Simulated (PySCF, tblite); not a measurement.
**C₆H₁₄OSi₂: geometry, infrared bands and NMR shifts**

Wanted: the infrared bands and NMR shifts of C₆H₁₄OSi₂ (`C=CC[C@@H]1C[C@@H]1[SiH2]O[SiH3]`), by calculation.

The runs use tblite 0.8.0 and PySCF 2.14.0, with density-fitted response routines of our own; the level of theory stands in each step. All values are computed, except where a source is named. Atoms count from 0, in the outputs and in this text.

### 1 The molecule as given

23 atoms, charge 0, multiplicity 1; geometry from: force field or distance geometry start.

Bonds of the start (Å): C0–C1 1.33, C1–C2 1.52, C2–C3 1.50, C3–C4 1.52, C4–C5 1.52, C5–Si6 1.88, Si6–O7 1.66, O7–Si8 1.65, C5–C3 1.51, C0–H9 1.09, C0–H10 1.07, C1–H11 1.09, C2–H12 1.11, C2–H13 1.09, C3–H14 1.09, C4–H15 1.08, C4–H16 1.09, C5–H17 1.08, Si6–H18 1.48, Si6–H19 1.48, Si8–H20 1.49, Si8–H21 1.48, Si8–H22 1.47.

### 2 Geometry optimisation with GFN2-xTB

What the job is given:

```
{"job": {"kind": "relax", "xc": "GFN2-xTB", "basis": "xTB"}, "charge": 0, "multiplicity": 1}
C     -1.548700     2.278300    -0.155400
C     -2.080700     1.176800     0.378900
C     -1.306000     0.217900     1.273400
C     -1.345800    -1.194800     0.777300
C     -0.228600    -2.147600     1.166100
C     -0.459000    -1.787000    -0.292000
Si     0.865400    -0.825600    -1.209500
O      1.829700     0.091300    -0.211900
Si     3.056100     1.180000    -0.353300
H     -2.167500     2.926300    -0.777500
H     -0.527200     2.567900     0.009900
H     -3.122600     0.927500     0.197700
H     -1.787500     0.246300     2.272900
H     -0.283300     0.569100     1.419000
H     -2.358800    -1.591400     0.846100
H     -0.500600    -3.145300     1.493100
H      0.629900    -1.740000     1.694200
H     -0.906800    -2.547500    -0.922800
H      0.239900     0.049300    -2.219900
H      1.736800    -1.788100    -1.921800
H      2.553500     2.405300    -1.041500
H      3.531400     1.559000     0.999000
H      4.175800     0.599300    -1.115400
```

Launch:

```
$ OMP_NUM_THREADS=1 python probes_run.py task.json out
```

This one command runs all jobs of the session in turn.

**Question.** This job is followed by: GFN2-xTB harmonic vibrations, gas phase; GIAO PBE0/pcSseg-1 NMR shielding, non-relativistic, gas phase. Predict these results of the whole session: strongest single infrared mode (GFN2-xTB); zero-point energy (GFN2-xTB); 13C shifts against TMS (PBE0/pcSseg-1); 1H shifts against TMS (PBE0/pcSseg-1, means over atoms taken as alike); 29Si shifts against TMS (PBE0/pcSseg-1); 17O shifts against H2O (PBE0/pcSseg-1); surface potential, 1st and 99th percentile.

**Answer**, as computed:

```
                                                              quantity                                                                        value
                             strongest single infrared mode (GFN2-xTB)                                                        1116 cm⁻¹, 585 km/mol
                                          zero-point energy (GFN2-xTB)                                                               110.2 kcal/mol
                                13C shifts against TMS (PBE0/pcSseg-1)                                       149.1, 123.2, 42.9, 19.0, 8.3, 5.2 ppm
1H shifts against TMS (PBE0/pcSseg-1, means over atoms taken as alike)  6.37, 5.52, 5.50, 5.39, 5.21, 5.17, 2.97, 1.69, 1.22, 0.86, 0.35, -0.50 ppm
                               29Si shifts against TMS (PBE0/pcSseg-1)                                                             -28.6, -45.6 ppm
                                17O shifts against H2O (PBE0/pcSseg-1)                                                                      9.1 ppm
                                 surface potential, 1st and 99th percentile                                                           -0.68 V and 1.26 V
```

In words: Over 86 steps the energy fell by 0.249 eV; of the close pairs, Si6–O7 changed most, 1.663 to 1.621 Å. The lowest mode is imaginary (27i cm⁻¹), so the xTB geometry is not a minimum. The strongest single mode, at 1116 cm⁻¹, moves mainly O7. GFN2-xTB is a fitted tight-binding method: band positions and strengths are rough. Its intensities can rank the bands wrongly. C1 (alkene CH) lies farthest downfield among carbon, at 149.1 ppm; an sp2 carbon of a C=C bond. The most deshielded hydrogen is H11 (hydrogen on an alkene CH), at 6.37 ppm: olefinic region. At PBE0/pcSseg-1: Shielding is most anisotropic at C1 (span 243 ppm, paramagnetic term -221 ppm).
